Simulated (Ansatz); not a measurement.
Write a Python script for Ansatz 0.2.0, Python API that makes a comparison of functionals at one structure of Li3Al, space group I4/mmm. Settings (first run): BLYP, PAW, the default cutoff (420 eV here), 8×8×8 k-points, Fermi-Dirac smearing of 0.15 eV. The script varies functional: blyp, lda, pbesol.

The script reads `li3al.xyz`:
```text
4
Lattice="-1.95151235 1.95151235 4.36765349 1.95151235 -1.95151235 4.36765349 1.95151235 1.95151235 -4.36765349" Properties=species:S:1:pos:R:3 pbc="T T T"
Li   -0.00000000    1.95151235    2.18382675
Li    1.95151235    0.00000000    2.18382675
Li    0.00000000    0.00000000    4.36765349
Al    0.00000000    0.00000000    0.00000000
```

`li3al.py`:
```python
"""Functional comparison for Li3Al (totals differ with the potentials too)."""

import csv

import ansatz as az


def main() -> None:
    xtal = az.Crystal.from_extxyz("li3al.xyz")

    calculation = (
        xtal.calculation()
        .occupations("fermi_dirac", width=0.15)
        .kpoints(8, 8, 8)
    )

    rows = []
    for value in ["blyp", "lda", "pbesol"]:
        summary = calculation.functional(value).run().report
        rows.append((value, summary["free_energy_ev"] / len(summary["lattice"]["sites"]), summary["n_iterations"], summary["n_kpoints"]))

    with open("xc.csv", "w", newline="") as handle:
        writer = csv.writer(handle)
        writer.writerow(["functional", "F/atom (eV)", "iterations", "k-points"])
        writer.writerows([round(v, 5) if isinstance(v, float) else v for v in row] for row in rows)
    print(open("xc.csv").read())


if __name__ == "__main__":
    main()
```

`python li3al.py` gives:
```text
DeckWarning: basis.ecutwfc = 420 eV, auto-derived from the records' recommended cutoffs: set by Li (normal level)
functional,F/atom (eV),iterations,k-points
blyp,-289.01732,6,59
lda,-279.56005,6,59
pbesol,-283.46823,6,59
```
(Warnings from the package without file and line.)

BLYP can be off by several per cent in the lattices of metals, and by several GPa in the pressure at a fixed cell. The mesh is modest for a metal, so energies can be off by several to tens of meV an atom and pressures by half a GPa or more; differences at equal mesh fare better. A Fermi-Dirac width this large means warm electrons, whose thermal share enters the free energy. This cell is a computed structure, which may not be the phase found in nature. Total energies of different functionals can't be compared; pressures, moments and gaps at this one structure can. Timing: 6.4 s on 1 thread of Arm Neoverse V1 (shared host), peak memory 0.38 GiB.
